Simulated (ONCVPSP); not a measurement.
# Pseudopotential generation for Xe: ONCV, PBEsol

Do these settings give a usable potential? It is generated, then checked for transferability, scattering, ghosts and hardness.

Program: ONCVPSP 4.0.1. Reference atom: PBEsol, scalar-relativistic, spherical and spin-unpolarised. All values are calculated.

## Step 1: The atom and the settings

Typed settings, in words:

```
element                 : xenon (Xe, Z = 54)
type                    : optimised norm-conserving Vanderbilt (ONCV)
frozen core             : [Kr]
valence charge          : 18
reference configuration : 4d10 5s2 5p6
partial waves           : 5s: rc 1.82 bohr, ncon 4, nbas 8, qcut 3.9 1/bohr, 2 projectors, debl 3.7 Ha; 5p: rc 2.20 bohr, ncon 4, nbas 8, qcut 4.1 1/bohr, 2 projectors, debl 2.9 Ha; 4d: rc 0.94 bohr, ncon 5, nbas 9, qcut 12 1/bohr, 1 projector
local potential         : polynomial inside 0.84 bohr (lpopt 5, dvloc0 0 Ha)
core correction         : not asked for
```

## Step 2: Generating the potential

File Xe.dat:

```
# ATOM AND REFERENCE CONFIGURATION
# atsym  z   nc   nv     iexc    psfile
  Xe 54.00    8    3  -116133      upf
#
#   n    l    f
    1    0    2.00
    2    0    2.00
    2    1    6.00
    3    0    2.00
    3    1    6.00
    3    2   10.00
    4    0    2.00
    4    1    6.00
    4    2   10.00
    5    0    2.00
    5    1    6.00
#
# PSEUDOPOTENTIAL AND OPTIMIZATION
# lmax
    2
#
#   l,   rc,      ep,       ncon, nbas, qcut
    0    1.82    0.00    4    8    3.90
    1    2.20    0.00    4    8    4.10
    2    0.94    0.00    5    9   12.00
#
# LOCAL POTENTIAL
# lloc, lpopt,  rc(5),   dvloc0
    4    5    0.84    0.00
#
# VANDERBILT-KLEINMAN-BYLANDER PROJECTORs
# l, nproj, debl
    0    2    3.70
    1    2    2.90
    2    1    1.40
#
# MODEL CORE CHARGE
# icmod, fcfact, rcfact
    0    0.00    0.00
#
# LOG DERIVATIVE ANALYSIS
# epsh1, epsh2, depsh
   -4.00    5.00    0.02
#
# OUTPUT GRID
# rlmax, drl
    6.00    0.01
#
# TEST CONFIGURATIONS
# ncnf
    4
# nvcnf
#   n    l    f
    3
    4    2   10.00
    5    0    2.00
    5    1    5.00
#
    3
    4    2   10.00
    5    0    2.00
    5    1    4.00
#
    3
    4    2   10.00
    5    0    2.00
    5    1    3.00
#
    3
    4    2   10.00
    5    0    2.00
    5    1    5.50
#
```

Command:

```
oncvpsp.x < Xe.dat > Xe.out
```

What does the calculation give? Wanted: cutoffs for 1 and 0.1 mHa per electron, occupied waves; bound ghosts; GHOST(+) flags; largest test error; largest phase difference near zero energy, channels read.

**Answer**, as computed:

| quantity | value |
| --- | --- |
| cutoffs for 1 and 0.1 mHa per electron, occupied waves | 61 Ha and 71 Ha |
| bound ghosts | s at -362.37 eV, p at -103.42 eV |
| GHOST(+) flags | s at 162 eV |
| largest test error (AE − PS) | -31 meV, for 4d10 5s2 5p3 |
| largest phase difference near zero energy, channels read | 0.002 rad |

What this shows: It has a bound ghost (s, p), a state that the atom doesn't have, and that rules the file out. The worst unpolarised test, 4d10 5s2 5p3, is off by 31 meV on 66.1 eV; by total energies transferability rates as fair. That test lies far up in energy; among those under 40 eV, nearer to bonding, the largest error is 14 meV. The potential is hard: the looser tolerance needs 61 Ha. At the looser tolerance the 4d wave is the slowest; 5s needs 16 Ha. Near zero energy the phases of the channels with partial waves agree within 0.002 rad. The pseudo curves have a pole with no partner nearby in the atom's: p at -3.80 Ha. The program also flags highly localised states, GHOST(+) (s). These are tests on the free atom; a crystal test is still owed.
